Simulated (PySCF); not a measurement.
**InB (triplet): the SCF solver's settings**

Do guess, damping, level shift and thresholds change the result for InB (triplet), or only the number of cycles?

Computed with PySCF 2.14.0. Level: method and basis as typed in the scripts.

### 1 Starting geometry

InB (triplet): 2 atoms, charge 0, spin multiplicity 3.

Bond lengths: In1–B2 2.536 Å.

### 2 The run that the others are compared with

The input, input.py:

```python
from pyscf import gto, scf, mp

mol = gto.M(
    atom='In 0 0 0; B 0 0 2.536',
    basis='x2c-svpall',
    charge=0,
    spin=2,
    symmetry=True,
    verbose=4,
)
mf = scf.UHF(mol)
mf = mf.sfx2c1e()
mf = mf.newton()
mf.kernel()
mp.MP2(mf, frozen=19).kernel()
mf.dip_moment()
print('orbital energies (hartree):', [e[max(0, n-3):n+3].round(4) for e, n in zip(mf.mo_energy, mol.nelec)])
```

On the command line:

```sh
> OMP_NUM_THREADS=1 python input.py
```

The log of this run is left out.

It gives: E(SCF) = -5902.251028 Eh, 4 macro-iterations, E(MP2) − E(SCF) = -0.09506 Eh, ⟨S²⟩ = 2.327, μ = 3.83 D (of the SCF density).

⟨S²⟩ = 2.33 against 2.00 for a pure state: the determinant is spin-contaminated. The bond length is a typed value, not an optimised one. The triplet is typed in the script; nothing here shows that it is the ground state.

### 3 Damping 0.5

Edit 1 changes damping: none → 0.5.

The input, input.py:

```python
from pyscf import gto, scf, mp

mol = gto.M(
    atom='In 0 0 0; B 0 0 2.536',
    basis='x2c-svpall',
    charge=0,
    spin=2,
    symmetry=True,
    verbose=4,
)
mf = scf.UHF(mol)
mf = mf.sfx2c1e()
mf.damp = 0.5
mf.diis_start_cycle = 8
mf = mf.newton()
mf.kernel()
mp.MP2(mf, frozen=19).kernel()
mf.dip_moment()
print('orbital energies (hartree):', [e[max(0, n-3):n+3].round(4) for e, n in zip(mf.mo_energy, mol.nelec)])
```

On the command line:

```sh
> OMP_NUM_THREADS=1 python input.py
```

### 4 DIIS space 4

Edit 2 changes DIIS space: default → 4.

input.py, as its differences from that of step 2:

```diff
@@ -12,2 +12,3 @@
 mf = mf.sfx2c1e()
+mf.diis_space = 4
 mf = mf.newton()
```

### 5 DIIS space 2

Edit 3 changes DIIS space: default → 2.

input.py, as its differences from that of step 2:

```diff
@@ -12,2 +12,3 @@
 mf = mf.sfx2c1e()
+mf.diis_space = 2
 mf = mf.newton()
```

### 6 Level shift 5 hartree

Edit 4 changes level shift: none → 5 hartree.

input.py, as its differences from that of step 2:

```diff
@@ -12,2 +12,3 @@
 mf = mf.sfx2c1e()
+mf.level_shift = 5.0
 mf = mf.newton()
```

Q: Predict the outcome of this session. Wanted: for each run, E(SCF); from base; gap, α spin; dipole; after the SCF.

As calculated:

```
                  run  E(SCF) (hartree)  from base (eV)   cycles  gap, α spin (eV)  dipole (D)              after the SCF
                 base      -5902.251028               0  4 macro              7.25        3.83  MP2 correlation -2.587 eV
          damping 0.5      -5902.251028          0.0000  4 macro              7.25        3.83  MP2 correlation -2.587 eV
         DIIS space 4      -5902.251028          0.0000  4 macro              7.25        3.83  MP2 correlation -2.587 eV
         DIIS space 2      -5902.251028          0.0000  4 macro              7.25        3.83  MP2 correlation -2.587 eV
level shift 5 hartree      -5902.251028          0.0000  4 macro              7.25        3.83  MP2 correlation -2.587 eV
```

Distance from each run's final energy (log10 hartree) by cycle:

```
                  run  cycle 1  cycle 2  cycle 3  cycle 5  cycle 8  cycle 12
                 base     -2.0     -2.6     -9.1     done     done      done
          damping 0.5     -2.0     -2.6     -9.1     done     done      done
         DIIS space 4     -2.0     -2.6     -9.1     done     done      done
         DIIS space 2     -2.0     -2.6     -9.1     done     done      done
level shift 5 hartree     -2.0     -2.6     -9.1     done     done      done
```

**Reading.** The SCF energy stays the same, to the digits that matter, with damping 0.5 or DIIS space 4 or DIIS space 2 or level shift 5 hartree. The cycles with damping 0.5 or DIIS space 4 or DIIS space 2 or level shift 5 hartree repeat those of the base digit for digit, so the setting never acted.
